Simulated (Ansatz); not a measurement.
The system is Ta3N.

```
Ta N
1.0
     3.03222    0.00000    0.00000
    -1.51611    2.62598    0.00000
     0.00000    0.00000    7.52414
Ta N
3 1
Cartesian
  1.5161 0.8753 6.2155
  0.0000 1.7507 1.3087
  0.0000 0.0000 3.7621
  0.0000 0.0000 0.0000
```

The cell comes from a database or a generator and needn't be the stable form of this composition.

- Program: Ansatz 0.2.0
- Task: relaxation of cell and atoms
- Functional: BLYP
- Potentials or basis: Ansatz PAW
- Cutoff: 420 eV (not typed: the program's choice for these potentials)
- k mesh: 7 × 7 × 3
- Occupations: fermi-dirac, width 0.05 eV
- Spin: no spin polarisation

At the start: volume 14.98 Å³/atom.

Problem. How do energy, volume and symmetry change on relaxing?

Solution. It ends after 9 steps and the volume is 15.40 Å³/atom (+2.8 %); space group P-3m1 (No. 164, to 0.05 Å).

Step by step:
| step | energy change (eV) | largest force (eV/Å) | volume (Å³) |
| --- | --- | --- | --- |
| 1 | 0.0000 | 0.1277 | 59.91 |
| 2 | -0.0393 | 0.2146 | 61.91 |
| 3 | -0.0437 | 0.1210 | 61.76 |
| 4 | -0.0498 | 0.0251 | 61.51 |
| 5 | -0.0498 | 0.0152 | 61.61 |
| 6 | -0.0499 | 0.0005 | 61.59 |
| 7 | -0.0530 | 0.0008 | 61.59 |
| 8 | -0.0530 | 0.0016 | 61.61 |
| 9 | -0.0530 | 0.0016 | 61.61 |

Final structure:
```cif
data_structure
_symmetry_space_group_name_H-M 'P 1'
_symmetry_Int_Tables_number 1
_cell_length_a 3.0289
_cell_length_b 3.0289
_cell_length_c 7.7541
_cell_angle_alpha 90.000
_cell_angle_beta 90.000
_cell_angle_gamma 120.000
_cell_volume 61.61
loop_
_atom_site_label
_atom_site_type_symbol
_atom_site_fract_x
_atom_site_fract_y
_atom_site_fract_z
_atom_site_occupancy
Ta1 Ta 0.66667 0.33333 0.82375 1
Ta2 Ta 0.33333 0.66667 0.17625 1
Ta3 Ta 0.00000 0.00000 0.50000 1
N1 N 0.00000 0.00000 0.00000 1
```

Caveat: the plane-wave basis is chosen anew once the cell has moved, so the energies of steps on either side of that aren't comparable; the PAW data sets come from PBE, with cores solved anew for the run's functional, which leaves a small shift of forces and pressure.
